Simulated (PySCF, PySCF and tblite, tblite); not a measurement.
# C4H12N2Si: a path driven as rotation about a bond, and NMR exchange, part 2 of 2

PySCF and tblite. Atoms count from 0. The steps go on from the part before.

### 9 Shieldings, end: BHandHLYP/pcSseg-1 in cyclohexane

What the job is given:

```
{"job": {"kind": "nmr", "xc": "BHandHLYP", "basis": "pcSseg-1", "solvent": "cyclohexane", "pop": false}, "charge": 0, "multiplicity": 1}
C     -1.520457    -0.408741     1.640185
C     -1.552576     0.278430     0.502566
N     -0.487415     0.563069    -0.321205
C     -0.742736     1.044690    -1.659575
N      0.720133    -0.120091    -0.166403
C      0.698070    -1.505588    -0.578957
Si     1.898623     0.581187     0.878208
H     -0.621912    -0.860909     2.018729
H     -2.406206    -0.515877     2.237673
H     -2.476434     0.727139     0.161863
H      0.193357     1.425476    -2.065914
H     -1.127564     0.265495    -2.330662
H     -1.466470     1.857660    -1.618951
H      1.689372    -1.925248    -0.434015
H     -0.023094    -2.092148    -0.001078
H      0.435903    -1.580700    -1.638250
H      3.177750     0.045157     0.407227
H      1.751825     2.017286     0.665624
H      1.769856     0.274391     2.310836
```

Standard output:

```text
coarse grid: 15536 points
cycle   1  E = -558.2919229097  dE =  9.257e-01  |g| = 3.819e-01  |ddm| = 3.776e+00
cycle   2  E = -558.3078860989  dE = -1.596e-02  |g| = 3.370e-01  |ddm| = 5.816e-01
cycle   3  E = -558.3322098042  dE = -2.432e-02  |g| = 7.597e-02  |ddm| = 2.772e-01
cycle   4  E = -558.3334873269  dE = -1.278e-03  |g| = 2.788e-02  |ddm| = 9.089e-02
cycle   5  E = -558.3336693140  dE = -1.820e-04  |g| = 4.570e-03  |ddm| = 2.814e-02
cycle   6  E = -558.3336744314  dE = -5.117e-06  |g| = 1.879e-03  |ddm| = 6.027e-03
final grid: 143208 points
cycle   7  E = -558.3669950004  dE = -1.885e-05  |g| = 4.269e-03  |ddm| = 1.673e-02
cycle   8  E = -558.3669950379  dE = -3.743e-08  |g| = 4.375e-03  |ddm| = 7.974e-03
cycle   9  E = -558.3669993460  dE = -4.308e-06  |g| = 4.999e-04  |ddm| = 4.196e-03
cycle  10  E = -558.3669994006  dE = -5.463e-08  |g| = 1.365e-04  |ddm| = 4.321e-04
cycle  11  E = -558.3669994051  dE = -4.463e-09  |g| = 4.762e-05  |ddm| = 1.535e-04
cycle  12  E = -558.3669994056  dE = -5.625e-10  |g| = 1.739e-05  |ddm| = 5.580e-05
converged SCF energy = -558.3669994056

GIAO shielding tensors (ppm)
atom      isotropic    diamagn.    paramagn.     s11        s22        s33       span
  0 C      100.906     256.611    -155.706      7.900    121.521    173.296    165.395
  1 C       37.496     252.604    -215.108    -80.579     69.380    123.687    204.265
  2 N      156.672     326.039    -169.368    114.949    140.091    214.975    100.026
  3 C      144.481     244.209     -99.728    105.389    140.570    187.483     82.093
  4 N      204.577     326.498    -121.921    152.329    168.378    293.023    140.694
  5 C      159.995     244.216     -84.221    141.387    152.443    186.155     44.768
  6 Si     404.248     880.362    -476.114    359.871    371.347    481.526    121.655
  7 H       28.009      34.629      -6.620     25.270     26.515     32.243      6.972
  8 H       27.934      29.766      -1.832     25.906     26.151     31.746      5.840
  9 H       25.906      31.610      -5.703     22.773     26.115     28.831      6.057
 10 H       29.203      30.680      -1.477     24.997     27.856     34.756      9.759
 11 H       28.606      30.269      -1.663     24.286     26.698     34.833     10.547
 12 H       28.979      30.016      -1.037     24.832     26.652     35.453     10.621
 13 H       29.811      30.635      -0.824     25.152     27.984     36.297     11.145
 14 H       28.669      31.142      -2.473     22.732     29.013     34.262     11.529
 15 H       29.287      30.729      -1.441     23.891     28.002     35.969     12.079
 16 H       27.538      30.796      -3.258     24.008     25.742     32.864      8.857
 17 H       27.453      31.215      -3.762     23.646     26.335     32.379      8.733
 18 H       27.132      30.658      -3.526     22.845     26.091     32.460      9.615
```

Wall time 40 s (1 thread of Arm Neoverse N1, shared host); peak memory 0.97 GiB.

This run: HOMO -6.69 eV, LUMO 1.66 eV; dipole 1.69 D.

### 10 Single-point energy, saddle of leg 1: BHandHLYP/pcSseg-1 in cyclohexane

What the job is given:

```
{"job": {"kind": "sp", "xc": "BHandHLYP", "basis": "pcSseg-1", "solvent": "cyclohexane", "pop": false}, "charge": 0, "multiplicity": 1}
C     -1.943065    -0.621170     1.028106
C     -1.323167     0.512223     0.749448
N     -0.332880     0.731015    -0.250979
C     -0.856876     0.808395    -1.598695
N      0.855861    -0.012316    -0.134824
C      0.826167    -1.441275    -0.349312
Si     2.051892     0.774114     0.826124
H     -1.777961    -1.531144     0.477292
H     -2.653741    -0.679309     1.835179
H     -1.545612     1.411306     1.316681
H     -0.028547     1.025876    -2.271199
H     -1.364778    -0.106782    -1.935576
H     -1.572972     1.629273    -1.635570
H      1.847823    -1.771153    -0.527396
H      0.434997    -1.994035     0.512641
H      0.226807    -1.681896    -1.228906
H      3.317798     0.130919     0.467166
H      1.972235     2.176212     0.438301
H      1.866020     0.639748     2.281517
```

Standard output:

```text
coarse grid: 15536 points
cycle   1  E = -558.2851131964  dE =  8.470e-01  |g| = 3.316e-01  |ddm| = 3.784e+00
cycle   2  E = -558.3083926364  dE = -2.328e-02  |g| = 1.944e-01  |ddm| = 4.707e-01
cycle   3  E = -558.3153902606  dE = -6.998e-03  |g| = 8.067e-02  |ddm| = 1.797e-01
cycle   4  E = -558.3167721251  dE = -1.382e-03  |g| = 1.996e-02  |ddm| = 7.596e-02
cycle   5  E = -558.3168648312  dE = -9.271e-05  |g| = 4.456e-03  |ddm| = 2.239e-02
cycle   6  E = -558.3168702970  dE = -5.466e-06  |g| = 1.088e-03  |ddm| = 6.230e-03
final grid: 143208 points
cycle   7  E = -558.3500336866  dE = -1.895e-05  |g| = 3.624e-03  |ddm| = 1.544e-02
cycle   8  E = -558.3500346516  dE = -9.650e-07  |g| = 3.116e-03  |ddm| = 6.570e-03
cycle   9  E = -558.3500370181  dE = -2.366e-06  |g| = 4.101e-04  |ddm| = 3.162e-03
cycle  10  E = -558.3500370532  dE = -3.519e-08  |g| = 1.383e-04  |ddm| = 4.377e-04
cycle  11  E = -558.3500370579  dE = -4.680e-09  |g| = 2.753e-05  |ddm| = 1.567e-04
cycle  12  E = -558.3500370582  dE = -2.394e-10  |g| = 9.164e-06  |ddm| = 4.245e-05
converged SCF energy = -558.3500370582
```

Wall time 21 s (1 thread of Arm Neoverse N1, shared host); peak memory 0.69 GiB.

In short: HOMO -7.53 eV, LUMO 1.27 eV; dipole 1.58 D.

### 11 Barriers, rates and exchange

What the job is given:

```
{"job": {"smiles": "C=CN(C)N(C)[SiH3]", "charge": 0, "mult": 1, "motion": "rotation", "what": "enamine", "atoms": [1, 2], "drives": [{"terms": [["t", [0, 1, 2, 3], 0.25], ["t", [0, 1, 2, 4], 0.25], ["t", [9, 1, 2, 3], 0.25], ["t", [9, 1, 2, 4], 0.25]], "by": 180, "n": 12}], "flip": [1, 2], "study": "path", "level": {"kind": "nmr", "xc": "BHandHLYP", "basis": "pcSseg-1", "solvent": "cyclohexane"}, "fields": [60, 700, 800], "first": 2, "seed": 683, "kind": "path"}, "charge": 0, "multiplicity": 1}
C     -2.531753    -0.026622     0.825848
C     -1.203073     0.009757     0.853484
N     -0.364136     0.352009    -0.180672
C     -0.892544     0.510649    -1.514535
N      0.971352    -0.058980    -0.112829
C      1.175113    -1.479978    -0.284159
Si     2.043487     0.991030     0.738775
H     -3.106267     0.167590    -0.060725
H     -3.086160    -0.237637     1.721264
H     -0.665877    -0.192474     1.771242
H     -0.070673     0.791303    -2.170243
H     -1.365341    -0.403031    -1.895640
H     -1.632491     1.311130    -1.510406
H      2.242119    -1.682872    -0.259646
H      0.686079    -2.063059     0.504677
H      0.775796    -1.801937    -1.249422
H      3.381029     0.584362     0.308524
H      1.653847     2.326147     0.299443
H      1.979689     0.911865     2.207558
```

Standard output:

```text
stationary points (kcal/mol above the start)
  n  kind          group   xTB      DFT    lowest mode
  0  minimum      C1       0.00     0.00      68.6
  1  saddle       C1      10.81    11.05    -173.1
  2  saddle       C1       8.90     7.05    -122.8
  3  minimum      C1       0.55     0.29      74.5

GFN2-xTB energies: T/K, barrier G, reaction G (kcal/mol), k forward, k back (1/s)
 150.00     8.44     0.41       1.56       6.08
 200.00     8.54     0.38   1.96e+03    5.1e+03
 250.00     8.65     0.35   1.45e+05   2.95e+05
 298.15     8.77     0.33   2.37e+06   4.11e+06
 350.00     8.92     0.30   2.06e+07   3.16e+07
 400.00     9.07     0.27   9.85e+07   1.38e+08
 500.00     9.40     0.21   9.02e+08   1.12e+09

BHandHLYP/pcSseg-1 + D3(BJ), IEF-PCM cyclohexane energies: T/K, barrier G, reaction G (kcal/mol), k forward, k back (1/s)
 150.00     6.60     0.15        767   1.27e+03
 200.00     6.69     0.12   2.04e+05   2.79e+05
 250.00     6.80     0.10   5.89e+06   7.16e+06
 298.15     6.93     0.07   5.21e+07   5.87e+07
 350.00     7.07     0.04   2.81e+08   2.98e+08
 400.00     7.22     0.01   9.48e+08   9.64e+08
 500.00     7.55    -0.04   5.28e+09   5.05e+09
```

It took 3.2 min on 1 thread of Arm Neoverse N1, shared host; peak memory 1 GiB. This counts the whole study up to here.

Barriers by level (kcal/mol; entropies in cal/(mol K)). Zero-point and thermal terms come from xTB in every row. ΔG‡ leaves symmetry out; the rate counts one path and all 2 saddles; effective ΔG‡, where given, is the barrier that would give that rate by Eyring's equation alone:

```csv
level,ΔE‡,with zero-point,ΔH‡,ΔS‡,ΔG‡ (298 K),ΔE of reaction,k at 298 K (1/s),effective ΔG‡
GFN2-xTB,8.90,8.31,7.86,-3.1,8.77,0.55,2.4e+06,8.76
"BHandHLYP/pcSseg-1 + D3(BJ), IEF-PCM cyclohexane",7.05,6.46,6.01,-3.1,6.93,0.30,5.2e+07,6.93
```

Sites that the driver pairs across this motion, and where their lines would merge (no couplings; faster rotations or exchange between molecules can average them sooner):

```csv
nucleus,sites: shielding (ppm),proton frequency (MHz),spread (Hz),coalescence (K),lines at 298 K
¹³C,C5: 152.0; C5 (end): 160.0,800,1609,157,–
¹⁵N,N4: 188.6; N4 (end): 204.6,800,1298,155,–
¹³C,C1: 33.3; C1 (end): 37.5,800,835,152,–
¹³C,C3: 148.3; C3 (end): 144.5,800,764,151,–
¹H,H9: 25.40; H9 (end): 25.91,800,405,147,–
¹⁵N,N2: 152.4; N2 (end): 156.7,800,344,146,–
²⁹Si,Si6: 406.3; Si6 (end): 404.2,800,328,146,–
¹H,H7: 28.29; H7 (end): 28.01,800,221,143,–
```

Rows that set an atom against itself at the end compare its shielding in the two forms.

### 12 Outcome

The summary covers parts 1 to 2.

| quantity | value |
| --- | --- |
| barrier (BHandHLYP/pcSseg-1 + D3(BJ), IEF-PCM cyclohexane) | ΔE‡ 7.0, ΔG‡(298 K) 6.9 kcal/mol |
| barrier (GFN2-xTB) | ΔE‡ 8.9 kcal/mol |
| rate at 298 K | 5.2e+07 s⁻¹ |
| end of the path | 0.3 kcal/mol from the start |

What this shows: DFT puts the top 7.0 kcal/mol above the start (xTB: 8.9); the rate from the DFT barrier is 5.2e+07 s⁻¹ at 298 K. An error of 1.4 kcal/mol changes that rate tenfold.
